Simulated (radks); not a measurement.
# Ar⁴⁺ in [He] 2s2 2p5.75 3s2 3p2 4f0.25: an all-electron calculation

The task here is to estimate one member of a computed series from the others.

Program: radks (a radial shooting solver on a logarithmic mesh, Libxc functionals) version 1. Level of theory: Dirac Kohn-Sham, PBE, spin-unpolarised, spherical densities, finite nucleus; open shells are shared between the two j in proportion to 2j + 1. These are calculated values, not measurements, unless marked.

**What is computed**

* element: argon (Z = 18)
* charge: +4
* electrons: 14
* configuration: [He] 2s2 2p5.75 3s2 3p2 4f0.25
* nuclear rms radius: 3.4274 fm

Set-up of the first run:

Input:

```text
Z 18
configuration [He] 2s2 2p5.75 3s2 3p2 4f0.25
relativity Dirac
functional pbe,pbe
spin unpolarised
j_filling average
nucleus finite rms 3.4274 fm
c 137.035999084
```

One table of the session follows, with a row left open; its other results are not shown here.

It belongs to the step «Shells». From the orbitals of this run (lengths in bohr):

```
level      <r>  outermost maximum (interpolated)  90 % within  nodes
1s1/2  0.08570                            0.0561        0.153      0
2s1/2   0.4105                             0.337        0.640      1
2p1/2   0.3704                             0.278        0.612      0
2p3/2        ?                                 ?            ?      ?
3s1/2    1.233                              1.10         1.82      2
3p1/2    1.303                              1.14         1.96      1
3p3/2    1.308                              1.15         1.97      1
4f5/2    3.586                              3.14         5.30      0
4f7/2    3.587                              3.14         5.30      0
```

Estimate the missing values for 2p3/2.

**Answer.** <r>: 0.3727; outermost maximum (interpolated): 0.279; 90 % within: 0.616; nodes: 0. In the column «<r>» it lies between 2p1/2 (0.3704) and 2s1/2 (0.4105).
